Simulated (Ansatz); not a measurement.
# Rh: the cost of one run

Program: Ansatz 0.2.0. Level of theory: DFT PBE, scalar-relativistic, plane waves, PAW. These are calculated values, not measurements.

31 further runs of the same task are left out: 1 that didn't finish, 30 set aside as unsound or not needed.

### Step 1. Starting point

The structure is cubic, space group Fm-3m (No. 225). Conventional cell: a = 3.830 Å, b = 3.830 Å, c = 3.830 Å, α = 90.00°, β = 90.00°, γ = 90.00°. Around Rh (site symmetry m-3m) lie 12 Rh at 2.71 Å.

Coordinates:

```xyz
1
Lattice="0.0000 1.9151 1.9151 1.9151 0.0000 1.9151 1.9151 1.9151 0.0000" Properties=species:S:1:pos:R:3 pbc="T T T"
Rh    0.0000    0.0000    0.0000
```

It is the result of an earlier relaxation at this level (volume 14.05 Å³/atom; gap on the mesh: none (metal)).

### Step 2. Plan of the line

The energy is mapped over volume and a fixed ferromagnetic moment.

- volume per atom: 7 values from 11.52 to 16.57 Å³
- total spin moment of the cell, held fixed: 9 values from 0.000 to 1.000 μB

Nothing else is relaxed (shape and fractional coordinates fixed). Points are written as (first, second).

### Step 3. The run at (11.52 Å³, 0.250 μB)

Input file input.yaml:

```yaml
crystal:
  lattice:
    - [0.0, 1.7924581564, 1.7924581564]
    - [1.7924581564, 0.0, 1.7924581564]
    - [1.7924581564, 1.7924581564, 0.0]
  atoms:
    - { symbol: Rh, position: [0.0, 0.0, 0.0], spin: 0.25 }
basis:
  ecutwfc: 420
kpoints:
  mp_grid: { grid: [22, 22, 22] }
hamiltonian:
  xc: pbe
  pseudopotentials: { kind: paw, azcp: { folder: soft_1 } }
scf:
  occupations: { method: gaussian, width: 0.15 }
  lower_state_search: "off"
output:
  forces: true
  stress: true
  eigenvalues: true
  populations: true
magnetization:
  spin_polarized: true
  initial_magnetization: 0.25
  spin_locking: { lock_magnetization: hard }
```

Launch:

```bash
> ansatz run input.yaml --threads 1 --pin off --max-ram 2048MiB --backend cpu --events-out ev --progress --plain --runs-dir out
```

**Question.** How long does this run take on 1 thread of Arm Neoverse N1, shared host, and how much memory does it need?

About 15 s, with a peak of 0.33 GiB.
